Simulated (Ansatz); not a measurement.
# InAs: the cost of one run

Computed with Ansatz 0.2.0 (reference: DFT, PBE, plane waves, PAW, unless a step's input says otherwise).

The COD entry's cell or inner coordinates are ideal or old and differ from later refinements, so a difference from it is no clean test against experiment.

6 further runs of the same task are left out: 1 for a known fault of the program, 5 that didn't finish.

## (1) The structure to begin with

It takes space group F-43m (No. 216, cubic). Conventional cell: a = 6.109 Å, b = 6.109 Å, c = 6.109 Å, α = 90.00°, β = 90.00°, γ = 90.00°. Around In (site symmetry -43m) lie 4 As at 2.65 Å. As (site symmetry -43m) has 4 In at 2.65 Å as nearest neighbours.

Coordinates:

```cif
data_structure
_symmetry_space_group_name_H-M 'P 1'
_symmetry_Int_Tables_number 1
_cell_length_a 4.3198
_cell_length_b 4.3198
_cell_length_c 4.3198
_cell_angle_alpha 60.000
_cell_angle_beta 60.000
_cell_angle_gamma 60.000
_cell_volume 57.00
loop_
_atom_site_label
_atom_site_type_symbol
_atom_site_fract_x
_atom_site_fract_y
_atom_site_fract_z
_atom_site_occupancy
In1 In 0.00000 0.00000 0.00000 1
As1 As 0.25000 0.25000 0.25000 1
```

## (2) The reference run

File input.yaml:

```yaml
crystal:
  lattice:
    - [0.0, 3.0545915928, 3.0545915928]
    - [3.0545915928, 0.0, 3.0545915928]
    - [3.0545915928, 3.0545915928, 0.0]
  atoms:
    - { symbol: In, position: [0.0, 0.0, 0.0] }
    - { symbol: As, position: [0.25, 0.25, 0.25] }
kpoints:
  mp_grid: { grid: [6, 6, 6] }
hamiltonian:
  xc: pbe
scf:
  occupations: { method: fermi_dirac, width: 0.02 }
  n_extra_bands: 4
output:
  forces: true
  stress: true
  eigenvalues: true
```

The run is started by

```
ansatz run input.yaml --threads 4 --pin off --max-ram 3686MiB --backend cpu --events-out ev --progress --plain --runs-dir out
```

Q: Estimate wall time and peak memory on 4 threads of an x86-64 CPU, shared host.

About 1.8 s, with a peak of 0.36 GiB.
